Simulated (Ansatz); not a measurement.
# PdO (singlet): the correlation ladder, def2-TZVPP

The task here is to estimate one member of a computed series from the others.

Program: Ansatz 0.2.0, Gaussian basis. Level of theory: def2-TZVPP, core rule «outside noble gas», up to 5 orbitals frozen. These are calculated values, not measurements.

The runs, in order: UHF; CCSD(T) on RHF; CCSD(T) on UHF; CCSDT(Q) on RHF; CCSDT(Q) on UHF.

7 further runs of the same task are left out: 3 for a known fault of the program, 4 set aside as unsound or not needed.

### The geometry

The geometry is a PBE0/def2-TZVP stationary point (not a proven minimum) of the parent state, kept for this charge and spin. No spin-orbit coupling is included. Elements past krypton take def2 core potentials.

2 atoms, charge 0, spin multiplicity 1.

Atoms are counted from 1 here; the program's logs count them from 0.

Bond lengths: Pd1–O2 1.830 Å.

Geometry (Å):

```xyz
2

Pd    0.00000    0.00000    0.00000
O     0.00000    0.00000    1.83000
```

The first run:

Contents of in.yaml:

```yaml
crystal:
  periodic: [false, false, false]
  atoms:
    - {symbol: Pd, position_ang: [0.000000, 0.000000, 0.000000]}
    - {symbol: O, position_ang: [0.000000, 0.000000, 1.830000]}
basis:
  gaussian: {orbitals: def2-TZVPP}
magnetization: {spin_polarized: true, initial_magnetization: 0}
hamiltonian: {xc: hf}
output: {orbitals: {seedname: orbitals}}
```

Launch:

```
$ ansatz run in.yaml --threads 1 --pin off --events-out ev --progress --plain --max-ram 4096MiB --backend cpu
```

Among the steps run: UHF; CCSD(T) on RHF; CCSD(T) on UHF; CCSDT(Q) on RHF; CCSDT(Q) on UHF.

One of the session's tables, all rows but one given; the rest of the session is left out.

| method | from RCCSDT(Q) (kJ/mol) |
| --- | --- |
| RHF | +1635.8 |
| UHF | +1421.0 |
| RMP2 | ? |
| UMP2 | +23.9 |
| RCCSD | +90.1 |
| UCCSD | +26.6 |
| RCCSD(T) | +7.5 |
| UCCSD(T) | -37.9 |
| RCCSDT | +9.9 |
| UCCSDT | -46.7 |
| RCCSDT(Q) | 0 |
| UCCSDT(Q) | -55.4 |

**Question.** Estimate the row for RMP2.

The run gave: from RCCSDT(Q) (kJ/mol): +4.3. In the column «from RCCSDT(Q) (kJ/mol)» it lies between RCCSDT(Q) (0) and RCCSD(T) (+7.5).

The program flags UCCSD(T), UCCSDT(Q) as in doubt (see the logs), so those rows may rest on another solution; read them beside their warnings.

Caveats from the session: The determinant is far from a pure spin state, so its energy mixes those of several spin states (harmless only where they are near-degenerate, as at dissociation). The program flags UCCSD(T), UCCSDT(Q) as in doubt, so those rows may rest on another solution; read them beside their warnings. Warnings: restricted reference is unstable; spin contamination; large T1 diagnostic. Restricted and unrestricted rows rest on different reference determinants; where their highest levels disagree by more than a few hundredths of an eV, they describe different states and don't form one ladder.
